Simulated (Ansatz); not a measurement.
# CH4FGaGe: a ladder of functionals and wavefunction methods

An exercise on one series of results from a longer session: the logs are not shown, and one member is left open.

Program: Ansatz 0.2.0, Gaussian basis. Level of theory: functionals in def2-TZVPP, the program's frozen cores in correlated methods. These are calculated values, not measurements.

Plan: PBE-D4, r2SCAN-D4, PBE0-D4, B3LYP-D4, ωB97X-V, ωB97M-V, B2PLYP; CCSD(T)/def2-TZVPP; MP2/def2-QZVPP; extrapolation to the limit.

## The geometry

The geometry comes from an earlier relaxation with PBE0-D4 in a triple-zeta def2 set; it is a stationary point, not always the lowest conformer.

8 atoms, charge 0, spin multiplicity 1.

Atoms are counted from 1 here; the program's logs count them from 0.

Bond lengths: F1–C2 1.388 Å, C2–Ge4 2.074 Å, C2–H5 1.095 Å, C2–H6 1.108 Å, Ga3–H8 1.981 Å, Ge4–H7 1.678 Å, Ge4–H8 1.676 Å. Angles: F1–C2–Ge4 108.0°, F1–C2–H5 108.5°, F1–C2–H6 106.6°, Ge4–C2–H5 106.0°, Ge4–C2–H6 122.4°, H5–C2–H6 104.8°, C2–Ge4–H7 90.1°, C2–Ge4–H8 90.6°, H7–Ge4–H8 82.1°, Ga3–H8–Ge4 98.4°.

The first run:

Contents of in.yaml:

```yaml
crystal:
  periodic: [false, false, false]
  atoms:
    - {symbol: F, position_ang: [-1.151211, 1.285437, 0.909727]}
    - {symbol: C, position_ang: [-0.204486, 0.930493, -0.041290]}
    - {symbol: Ga, position_ang: [1.375681, -1.183077, 0.860219]}
    - {symbol: Ge, position_ang: [-0.777113, -0.883530, -0.867351]}
    - {symbol: H, position_ang: [-0.241621, 1.658815, -0.858683]}
    - {symbol: H, position_ang: [0.787572, 1.081443, 0.427704]}
    - {symbol: H, position_ang: [0.834523, -1.294815, -1.088404]}
    - {symbol: H, position_ang: [-0.531244, -1.651865, 0.602277]}
basis:
  gaussian: {orbitals: def2-TZVPP}
hamiltonian: {xc: pbe, dispersion: d4}
output: {forces: true, orbitals: {seedname: orbitals}}
```

Run with:

```console
> ansatz run in.yaml --threads 4 --pin off --events-out ev --progress --plain --max-ram 10444MiB
```

Among the steps run: PBE-D4 (GGA); r2SCAN-D4 (meta-GGA); PBE0-D4 (hybrid); B3LYP-D4 (hybrid); ωB97X-V (range-separated); ωB97M-V (range-separated); B2PLYP (double hybrid); CCSD(T) in def2-TZVPP; MP2 in def2-QZVPP.

One of the session's tables, all rows but one given; the rest of the session is left out.

| method | atomisation energy (eV) |
| --- | --- |
| PBE-D4 | 24.803 |
| r2SCAN-D4 | 24.345 |
| PBE0-D4 | 24.150 |
| B3LYP-D4 | 24.148 |
| ωB97X-V | 24.193 |
| ωB97M-V | 24.132 |
| B2PLYP | 23.793 |
| HF/def2-TZVPP | 16.495 |
| MP2/def2-TZVPP | 23.828 |
| CCSD/def2-TZVPP | 23.186 |
| CCSD(T)/def2-TZVPP | 23.662 |
| MP2/CBS | ? |
| CCSD(T)/CBS | 24.346 |

Q: Estimate the row for MP2/CBS from the others.

The run gave: atomisation energy (eV): 24.512. In the column «atomisation energy (eV)» it lies between CCSD(T)/CBS (24.346) and PBE-D4 (24.803).
